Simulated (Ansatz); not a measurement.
# BGeH₆NS: one species, many methods

One table from this session's results is given with a row withheld; the runs are named, their logs left out.

Program: Ansatz 0.2.0, Gaussian basis. Level of theory: functionals in def2-TZVPP, the program's frozen cores in correlated methods. These are calculated values, not measurements.

Levels to be run: LDA (SPW92), PBE-D4, revPBE-D4, BLYP-D4, r2SCAN-D4, B97M-V, PBE0-D4, B3LYP-D4, r2SCANh-D4, r2SCAN0-D4, HSE06-D4, BHLYP-D4, CAM-B3LYP-D4, LC-ωPBE, ωB97X-V, ωB97M-V, B2PLYP, PBE-QIDH; CCSD(T)/def2-SVP; CCSD(T)/def2-TZVPP; MP2/def2-QZVPP; extrapolation to the limit; RPA on PBE.

**Structure used throughout**

All runs share one geometry, relaxed beforehand with PBE0-D4 in a triple-zeta def2 set.

SMILES `NB[S][GeH3]`, 10 atoms, charge 0, spin multiplicity 1.

Atoms are counted from 1 here; the program's logs count them from 0.

Bond lengths: N1–B2 1.391 Å, N1–H5 1.006 Å, N1–H6 1.005 Å, B2–S3 1.820 Å, B2–H7 1.197 Å, S3–Ge4 2.222 Å, Ge4–H8 1.535 Å, Ge4–H9 1.536 Å, Ge4–H10 1.536 Å. Angles: B2–N1–H5 123.8°, B2–N1–H6 122.2°, H5–N1–H6 114.1°, N1–B2–S3 119.8°, N1–B2–H7 119.2°, S3–B2–H7 121.0°, B2–S3–Ge4 98.9°, S3–Ge4–H8 106.1°, S3–Ge4–H9 110.0°, S3–Ge4–H10 110.0°, H8–Ge4–H9 110.4°, H8–Ge4–H10 110.4°, H9–Ge4–H10 110.0°.

Set-up of the first run:

Input file in.yaml:

```yaml
crystal:
  periodic: [false, false, false]
  atoms:
    - {symbol: N, position_ang: [-0.925400, 1.809469, -1.198020]}
    - {symbol: B, position_ang: [-0.286619, 0.873141, -0.392499]}
    - {symbol: S, position_ang: [-0.581509, -0.902404, -0.660288]}
    - {symbol: Ge, position_ang: [0.729046, -1.713993, 0.939730]}
    - {symbol: H, position_ang: [-1.558723, 1.568511, -1.941664]}
    - {symbol: H, position_ang: [-0.788175, 2.797822, -1.080971]}
    - {symbol: H, position_ang: [0.451854, 1.252076, 0.469960]}
    - {symbol: H, position_ang: [0.603726, -3.241779, 0.858442]}
    - {symbol: H, position_ang: [0.255792, -1.211059, 2.311792]}
    - {symbol: H, position_ang: [2.183207, -1.283084, 0.696418]}
basis:
  gaussian: {orbitals: def2-TZVPP}
hamiltonian: {xc: lda}
output: {orbitals: {seedname: orbitals}}
```

Steps of the session up to this table: LDA; PBE-D4 (GGA); revPBE-D4 (GGA); BLYP-D4 (GGA); r2SCAN-D4 (meta-GGA); B97M-V (meta-GGA); PBE0-D4 (hybrid); B3LYP-D4 (hybrid); r2SCANh-D4 (hybrid); r2SCAN0-D4 (hybrid); HSE06-D4 (hybrid); BHLYP-D4 (hybrid); CAM-B3LYP-D4 (range-separated); LC-ωPBE (range-separated); ωB97X-V (range-separated); ωB97M-V (range-separated); B2PLYP (double hybrid); PBE-QIDH (double hybrid).

One of the session's tables, all rows but one given; the rest of the session is left out.

It belongs to the step «Frontier levels by functional». 

| functional | HOMO (eV) | gap (eV) |
| --- | --- | --- |
| LDA (SPW92) | -5.99 | 4.95 |
| PBE-D4 | -5.88 | 5.09 |
| revPBE-D4 | -5.83 | 5.15 |
| BLYP-D4 | -5.71 | 4.99 |
| r2SCAN-D4 | -6.15 | 5.69 |
| B97M-V | -6.27 | 5.70 |
| PBE0-D4 | -7.06 | 7.16 |
| B3LYP-D4 | -6.81 | 6.64 |
| r2SCANh-D4 | -6.58 | 6.44 |
| r2SCAN0-D4 | -7.24 | 7.55 |
| HSE06-D4 | -6.66 | 6.40 |
| BHLYP-D4 | ? | ? |
| CAM-B3LYP-D4 | -8.32 | 9.39 |
| LC-ωPBE | -9.69 | 11.98 |
| ωB97X-V | -9.35 | 11.49 |
| ωB97M-V | -9.19 | 11.04 |

Estimate the missing values for BHLYP-D4.

Worked estimate for «HOMO (eV)». Against the share of exact exchange, BLYP-D4 (0, -5.71), B3LYP-D4 (0.2, -6.81) give a slope of -5.50 per unit share; at 0.5 the line stands at -8.46.

The run gave: HOMO (eV): -8.10; gap (eV): 9.07. In «HOMO (eV)» the line misses by -0.36.
